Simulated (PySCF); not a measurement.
# C3H8OSi: the cost of one run

Programs: PySCF 2.14.0, with density-fitted response routines of our own. Each step states its level of theory. These are calculated values for one molecule in the gas phase, unless marked as measured. Atoms count from 0, in the outputs and in this text.

### 1 Starting geometry

13 atoms, charge 0, multiplicity 1; geometry from: PBE0-D3(BJ)/def2-SVP.

Bonds of the start (Å): C0–O1 1.40, O1–Si2 1.66, Si2–C3 1.83, C3–C4 1.56, C4–Si2 1.85, C0–H5 1.10, C0–H6 1.11, C0–H7 1.11, Si2–H8 1.48, C3–H9 1.10, C3–H10 1.10, C4–H11 1.10, C4–H12 1.10.

### 2 Nuclear shieldings: HF/pcSseg-2

What the job is given:

```
{"job": {"kind": "nmr", "xc": "HF", "basis": "pcSseg-2", "pop": false}, "charge": 0, "multiplicity": 1}
C      2.026472     1.198949     0.404933
O      1.100906     0.286436     0.929039
Si     0.124908    -0.710091     0.033579
C     -1.581387    -1.005888     0.639837
C     -1.485857    -0.087196    -0.619997
H      2.504018     1.733302     1.240138
H      1.544864     1.947835    -0.249558
H      2.821882     0.696441    -0.175323
H      0.884522    -1.749462    -0.705372
H     -1.904294    -0.512126     1.563491
H     -2.061072    -1.981023     0.500142
H     -1.907377    -0.486438    -1.549763
H     -1.761913     0.961708    -0.460243
```

With the program's defaults for keys left out, this is: GIAO HF/pcSseg-2 NMR shielding, non-relativistic, gas phase.

Run with:

```console
OMP_NUM_THREADS=1 python probes_run.py task.json out
```

This one command runs all jobs of the session in turn.

Q: Estimate the wall time and peak memory of this first job on 1 thread of Arm Neoverse V2, shared host.

About 19 s, with a peak of 1.1 GiB.
